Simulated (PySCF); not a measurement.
# SnCl₃⁻: relaxation and vibrations of the singlet

The task is one start of a wider search on SnCl₃⁻: the singlet, from a trigonal planar start. It is relaxed, tested by its Hessian and followed downhill if it is a saddle.

The runs use PySCF 2.14.0; PBE, basis Sn def2-SVPD with ECP28, Cl def2-SVPD, scalar-relativistic core potentials, no spin–orbit coupling, density fitting.

### 1 Where the work starts

4 atoms, charge -1, spin multiplicity 1.

Bond lengths: Sn1–Cl2 2.390 Å, Sn1–Cl3 2.390 Å, Sn1–Cl4 2.390 Å. Angles: Cl2–Sn1–Cl3 120.0°, Cl2–Sn1–Cl4 120.0°, Cl3–Sn1–Cl4 120.0°.

Coordinates in bohr (charge -1 multiplicity 1):
```
Sn    0.0000    0.0000    0.0000
Cl    4.5164    0.0000    0.0000
Cl   -2.2582    3.9114    0.0000
Cl   -2.2582   -3.9114    0.0000
```

### 2 Relaxing the singlet from the trigonal planar start

One driver script runs all steps and calls PySCF; scf.py shows how it sets up the SCF of each step. The optimiser is the driver's own. Before each start the driver seeks the lowest SCF state from one or more starting densities and follows internal instabilities, so scf.py alone need not reach the same state.

The program finds D3h symmetry in the start, which this walk keeps.

The input, scf.py:

```python
from pyscf import gto, scf, dft
mol = gto.M(atom='''
Sn    -0.000000    -0.000000     0.000000
Cl     2.390000     0.000000    -0.000000
Cl    -1.195000     2.069800     0.000000
Cl    -1.194999    -2.069801     0.000000''',
    basis={'Sn': 'def2-SVPD', 'Cl': 'def2-SVPD'},
    ecp={'Sn': 'def2-SVPD'},
    charge=-1, spin=0)
mf = dft.RKS(mol, xc='PBE')
mf.grids.atom_grid = (50, 194)
aux = {'Sn': 'def2-universal-JKFIT', 'Cl': 'def2-universal-JKFIT'}
mf = mf.density_fit(auxbasis=aux)
mf.kernel()
```

Energy and gradient, step by step:

```csv
step,energy (Eh),change (kJ/mol),largest symmetric gradient (Eh/bohr)
0,-1594.130959,0.00,0.05652
1,-1594.160361,-77.20,0.02100
2,-1594.166347,-92.91,0.00714
3,-1594.167268,-95.33,0.00136
4,-1594.167306,-95.43,0.00011
5,-1594.167306,-95.43,0.00000
```

The walk ran for 7.2 s (4 threads, shared host).

It settles in D3h symmetry, 95.4 kJ/mol below the start, after 5 steps: Sn–Cl 2.654 Å (×3); Cl–Sn–Cl 120.0° (×3).

### 3 Frequencies

The point is checked on the finer grid, and tightened if its gradient asks for it. The Hessian and the dipole derivatives come from central differences of analytic gradients, with steps of 0.01 bohr.

Edit scf.py of step 2 so:

```diff
@@ -3,4 +3,4 @@
-Sn    -0.000000    -0.000000     0.000000
-Cl     2.390000     0.000000    -0.000000
-Cl    -1.195000     2.069800     0.000000
-Cl    -1.194999    -2.069801     0.000000''',
+Sn     0.000000    -0.000000    -0.000000
+Cl     2.653661     0.000000     0.000000
+Cl    -1.326831     2.298137    -0.000000
+Cl    -1.326830    -2.298138     0.000000''',
@@ -11 +11 @@
-mf.grids.atom_grid = (50, 194)
+mf.grids.atom_grid = (75, 302)
```

This SCF starts from the last density.

SCF at the final geometry:

```text
init E= -1594.16754428068
  HOMO = -0.0679523997767105  LUMO = 0.00527839587795143  gap/eV = 1.99271
cycle= 1 E= -1594.16754428056  delta_E= 1.18e-10  |g|= 1.97e-05  |ddm|= 4.25e-05
  HOMO = -0.067952429435056  LUMO = 0.00527932839268885  gap/eV = 1.99274
cycle= 2 E= -1594.16754427991  delta_E= 6.51e-10  |g|= 4.58e-05  |ddm|= 9.88e-05
  HOMO = -0.0679523483042691  LUMO = 0.00527877135365173  gap/eV = 1.99272
cycle= 3 E= -1594.16754428071  delta_E= -7.95e-10  |g|= 5.54e-07  |ddm|= 6.92e-05
  HOMO = -0.0679523702600929  LUMO = 0.00527871619995324  gap/eV = 1.99272
cycle= 4 E= -1594.16754428071  delta_E= -4.09e-12  |g|= 1.18e-07  |ddm|= 8.28e-07
  HOMO = -0.0679523900770906  LUMO = 0.00527871970029281  gap/eV = 1.99272
Extra cycle  E= -1594.16754428071  delta_E= 3.64e-12  |g|= 2.28e-07  |ddm|= 4.37e-07
converged SCF energy = -1594.16754428071
```

The whole step took 12 s.

Geometry: D3h; Sn–Cl 2.654 Å (×3); Cl–Sn–Cl 120.0° (×3).

Harmonic modes (main isotopes):

| symmetry | ω (cm⁻¹) | IR (km/mol) | type |
| --- | --- | --- | --- |
| a2'' | 96i | 13.1 | bend |
| e' | 25 | 0.2 | bend |
| e' | 218 | 333 | stretch |
| a1' | 232 | 0.0 | stretch |

With 1 mode imaginary (up to 96i cm⁻¹) this point is a saddle.

Constants and moments:

| Item | Value |
| --- | --- |
| Dipole moment about the centre of mass | 0.00 D |
| Highest occupied level | -1.85 eV |
| Lowest empty level | 0.14 eV |
| Rotational constants | 0.04564, 0.04564, 0.02282 cm⁻¹ |
| Zero-point energy (real modes) | 4.3 kJ/mol |
| Principal polarisabilities | 78.7, 144.0, 144.0 bohr³ |
| Principal traceless quadrupole moments about the centre of mass | -14.42, -14.42, 28.83 D Å |

Charges (e) and bond orders:

```csv
atom,Mulliken,Löwdin,polar tensor,Mayer order to Sn1
Sn1,1.16,0.62,1.55,–
"Cl2,3,4",-0.72,-0.54,-0.85,0.55
```

Mulliken populations on Sn1 (outside its core potential): s 3.83, p 6.88, d 10.13.

### 4 Leaving the saddle point

The atoms are moved a little along the softest imaginary mode and relaxed again.

The program finds C3v symmetry in the start, which this walk keeps. Threshold on the gradient: 0.0003 Eh/bohr, with a further test on the energy change.

Edit scf.py of step 3 so:

```diff
@@ -3,4 +3,4 @@
-Sn     0.000000    -0.000000    -0.000000
-Cl     2.653661     0.000000     0.000000
-Cl    -1.326831     2.298137    -0.000000
-Cl    -1.326830    -2.298138     0.000000''',
+Sn     0.000000    -0.000000    -0.218734
+Cl     2.653661     0.000000     0.250000
+Cl    -1.326831     2.298137     0.250000
+Cl    -1.326830    -2.298138     0.250000''',
@@ -11 +11 @@
-mf.grids.atom_grid = (75, 302)
+mf.grids.atom_grid = (50, 194)
```

Steps of the walk:

```csv
step,energy (Eh),change (kJ/mol),largest symmetric gradient (Eh/bohr)
0,-1594.172869,0.00,0.00868
1,-1594.178887,-15.80,0.01166
2,-1594.187006,-37.12,0.01245
3,-1594.192155,-50.64,0.00313
4,-1594.192191,-50.73,0.00473
5,-1594.192378,-51.22,0.00035
6,-1594.192379,-51.22,0.00002
```

The walk took 9.4 s.

Geometry (Å) and forces (eV/Å) at some steps:

```
step 0
Sn   0.000   0.000  -0.219   0.030   0.000  -0.301
Cl   2.654   0.000   0.250  -0.446   0.000   0.107
Cl  -1.327   2.298   0.250   0.208  -0.396   0.097
Cl  -1.327  -2.298   0.250   0.208   0.396   0.097
step 1
Sn   0.000   0.000  -0.430   0.009   0.000  -0.043
Cl   2.582   0.000   0.321  -0.605   0.000   0.031
Cl  -1.291   2.236   0.321   0.298  -0.518   0.006
Cl  -1.291  -2.236   0.321   0.298   0.518   0.006
step 3
Sn   0.000   0.000  -0.725  -0.002   0.000  -0.161
Cl   2.280   0.000   0.419  -0.030   0.000   0.041
Cl  -1.140   1.975   0.419   0.016  -0.022   0.060
Cl  -1.140  -1.975   0.419   0.016   0.022   0.060
step 6
Sn   0.000   0.000  -0.770   0.007   0.000   0.001
Cl   2.244   0.000   0.434  -0.006   0.000  -0.006
Cl  -1.122   1.943   0.434  -0.001   0.001   0.003
Cl  -1.122  -1.943   0.434  -0.001  -0.001   0.003
```

End point (C3v, 6 steps, 51.2 kJ/mol gained): Sn–Cl 2.546 Å (×3); Cl–Sn–Cl 99.5° (×3).

### 5 Vibrations and properties at this point

As before: finer grid, then central differences.

Edit scf.py of step 4 so:

```diff
@@ -3,4 +3,4 @@
-Sn     0.000000    -0.000000    -0.218734
-Cl     2.653661     0.000000     0.250000
-Cl    -1.326831     2.298137     0.250000
-Cl    -1.326830    -2.298138     0.250000''',
+Sn    -0.000000    -0.000000    -0.571048
+Cl     2.235767     0.000000     0.645045
+Cl    -1.117884     1.936231     0.645045
+Cl    -1.117883    -1.936231     0.645045''',
@@ -11 +11 @@
-mf.grids.atom_grid = (50, 194)
+mf.grids.atom_grid = (75, 302)
```

Log of the central SCF (cycles and frontier levels):

```text
init E= -1594.1921747175
  HOMO = -0.0759179893507989  LUMO = 0.0777834289646514  gap/eV = 4.18243
cycle= 1 E= -1594.1921747175  delta_E= 6.82e-12  |g|= 6.63e-06  |ddm|= 1.3e-05
  HOMO = -0.0759173868544388  LUMO = 0.0777845872064637  gap/eV = 4.18244
Extra cycle  E= -1594.19217471746  delta_E= 4.18e-11  |g|= 1.21e-05  |ddm|= 2.35e-05
converged SCF energy = -1594.19217471746
```

The whole step took 18 s.

Geometry: C3v; Sn–Cl 2.545 Å (×3); Cl–Sn–Cl 99.1° (×3).

Harmonic modes (main isotopes):

| symmetry | ω (cm⁻¹) | IR (km/mol) |
| --- | --- | --- |
| e | 81 | 1.3 |
| a1 | 98 | 3.2 |
| e | 254 | 200 |
| a1 | 278 | 35.5 |

All wavenumbers are real: a minimum.

Constants and moments:

- Dipole moment about the centre of mass: 4.09 D
- Highest occupied level: -2.07 eV
- Lowest empty level: 2.12 eV
- Rotational constants: 0.04887, 0.04887, 0.03215 cm⁻¹
- Zero-point energy: 6.3 kJ/mol
- Principal polarisabilities: 97.8, 118.3, 118.3 bohr³
- Principal traceless quadrupole moments about the centre of mass: -6.89, -6.89, 13.77 D Å
- Entropy at 298.15 K and 1 bar: 358.0 J/(mol K)
- Heat capacity Cp at 298.15 K: 79.7 J/(mol K)
- Enthalpy at 298.15 K above 0 K: 19.60 kJ/mol
- Rotational symmetry number: 3

Populations by atom (charges in e):

```tsv
atom	Mulliken	Löwdin	polar tensor	Mayer order to Sn1
Sn1	1.04	0.40	1.27	–
Cl2,3,4	-0.68	-0.47	-0.76	0.61
```

Outer orbital energies (eV). occupied: -4.31, -3.53, -3.16, -3.16, -2.89, -2.89, -2.79, -2.07; empty: 2.12, 2.36, 2.36, 3.35.

Mulliken populations on Sn1 (outside its core potential): s 3.72, p 7.13, d 10.12.

### 6 All stationary points

| spin | group | bonds | imaginary modes (cm⁻¹) | ΔE (kJ/mol) | with zero-point energy |
| --- | --- | --- | --- | --- | --- |
| singlet | C3v | Sn–Cl 2.545 Å (×3) | none | 0.0 | 0.0 |
| singlet | D3h | Sn–Cl 2.654 Å (×3) | 96i | 64.7 | – |

### 7 What came out

| quantity | value |
| --- | --- |
| minimum | singlet, C3v |
| geometry | Sn–Cl 2.545 Å (×3); Cl–Sn–Cl 99.1° (×3) |
| wavenumbers (cm⁻¹) | 81 (e), 98 (a1), 254 (e), 278 (a1) |
| dipole moment (centre of mass) | 4.09 D |
| highest occupied, lowest empty level | -2.07, 2.12 eV |
| polar-tensor charge of Sn1 | +1.27 e |
| zero-point energy | 6.3 kJ/mol |
| entropy at 298.15 K | 358.0 J/(mol K) |

**Reading.** From D3h at the start the molecule goes to a C3v minimum, after a stop at a saddle point 64.7 kJ/mol higher, from which it was pushed off along an imaginary mode. In the infrared the band at 254 cm⁻¹ (e, stretch) leads. Other starts or spin states, not run here, may lie lower. Modes under about 90 cm⁻¹ are uncertain by tens of cm⁻¹.

The search up to here ran for 48 s (4 threads, shared host).
